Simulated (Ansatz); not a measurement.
**Cl2FH3SiSn: a ladder of functionals and wavefunction methods**

One table from this session's results is given with a row withheld; the runs are named, their logs left out.

The runs use Ansatz 0.2.0, Gaussian basis; functionals in def2-TZVPP, the program's frozen cores in correlated methods.

Levels to be run: LDA (SPW92), PBE-D4, revPBE-D4, BLYP-D4, r2SCAN-D4, B97M-V, PBE0-D4, B3LYP-D4, r2SCANh-D4, r2SCAN0-D4, HSE06-D4, BHLYP-D4, CAM-B3LYP-D4, LC-ωPBE, ωB97X-V, ωB97M-V, B2PLYP, PBE-QIDH; CCSD(T)/def2-SVP; CCSD(T)/def2-TZVPP; MP2/def2-QZVPP; extrapolation to the limit; RPA on PBE.

## The geometry

The geometry comes from an earlier relaxation with PBE0-D4 in a triple-zeta def2 set; it is a stationary point, not always the lowest conformer. Sn takes the def2 core potential; no spin-orbit term is included.

8 atoms, charge 0, spin multiplicity 1.

Atoms are counted from 1 here; the program's logs count them from 0.

Bond lengths: F1–Sn2 1.911 Å, Sn2–Si3 2.565 Å, Sn2–Cl4 2.310 Å, Sn2–Cl5 2.310 Å, Si3–H6 1.481 Å, Si3–H7 1.480 Å, Si3–H8 1.480 Å. Angles: F1–Sn2–Si3 110.9°, F1–Sn2–Cl4 104.0°, F1–Sn2–Cl5 104.0°, Si3–Sn2–Cl4 114.9°, Si3–Sn2–Cl5 114.9°, Cl4–Sn2–Cl5 107.0°, Sn2–Si3–H6 106.6°, Sn2–Si3–H7 107.0°, Sn2–Si3–H8 107.0°, H6–Si3–H7 111.9°, H6–Si3–H8 111.9°, H7–Si3–H8 112.1°.

The first run:

Contents of in.yaml:

```yaml
crystal:
  periodic: [false, false, false]
  atoms:
    - {symbol: F, position_ang: [-1.918256, 1.631473, 0.276463]}
    - {symbol: Sn, position_ang: [-0.703779, 0.513184, -0.686363]}
    - {symbol: Si, position_ang: [0.920792, -0.662101, 0.913352]}
    - {symbol: Cl, position_ang: [-2.077667, -0.901356, -1.889487]}
    - {symbol: Cl, position_ang: [0.289851, 1.941877, -2.205414]}
    - {symbol: H, position_ang: [1.803266, -1.505775, 0.075777]}
    - {symbol: H, position_ang: [0.101409, -1.472658, 1.842446]}
    - {symbol: H, position_ang: [1.676583, 0.398354, 1.617526]}
basis:
  gaussian: {orbitals: def2-TZVPP}
hamiltonian: {xc: lda}
output: {orbitals: {seedname: orbitals}}
```

Steps of the session up to this table: LDA; PBE-D4 (GGA); revPBE-D4 (GGA); BLYP-D4 (GGA); r2SCAN-D4 (meta-GGA); B97M-V (meta-GGA); PBE0-D4 (hybrid); B3LYP-D4 (hybrid); r2SCANh-D4 (hybrid); r2SCAN0-D4 (hybrid); HSE06-D4 (hybrid); BHLYP-D4 (hybrid); CAM-B3LYP-D4 (range-separated); LC-ωPBE-D4 (range-separated; the results give it without D4); ωB97X-V (range-separated); ωB97M-V (range-separated); B2PLYP (double hybrid); PBE-QIDH (double hybrid).

One of the session's tables, all rows but one given; the rest of the session is left out.

It belongs to the step «Frontier levels by functional». 

```
  functional  HOMO (eV)  LUMO (eV)  gap (eV)
 LDA (SPW92)      -7.80      -3.28      4.52
      PBE-D4      -7.66      -2.98      4.68
   revPBE-D4      -7.60      -2.87      4.73
     BLYP-D4      -7.49      -2.89      4.60
   r2SCAN-D4      -7.99      -2.75      5.24
      B97M-V      -8.09      -2.72      5.36
     PBE0-D4          ?          ?         ?
    B3LYP-D4      -8.65      -2.37      6.28
  r2SCANh-D4      -8.43      -2.43      6.00
  r2SCAN0-D4      -9.10      -1.96      7.14
    HSE06-D4      -8.50      -2.46      6.04
    BHLYP-D4      -9.95      -1.12      8.83
CAM-B3LYP-D4     -10.13      -1.10      9.03
     LC-ωPBE     -11.43       0.09     11.52
     ωB97X-V     -11.10       0.01     11.10
     ωB97M-V     -10.90      -0.17     10.73
```

Estimate the missing values for PBE0-D4.

As computed: HOMO (eV): -8.89; LUMO (eV): -2.09; gap (eV): 6.79. In the column «HOMO (eV)» it lies between r2SCAN0-D4 (-9.10) and B3LYP-D4 (-8.65).
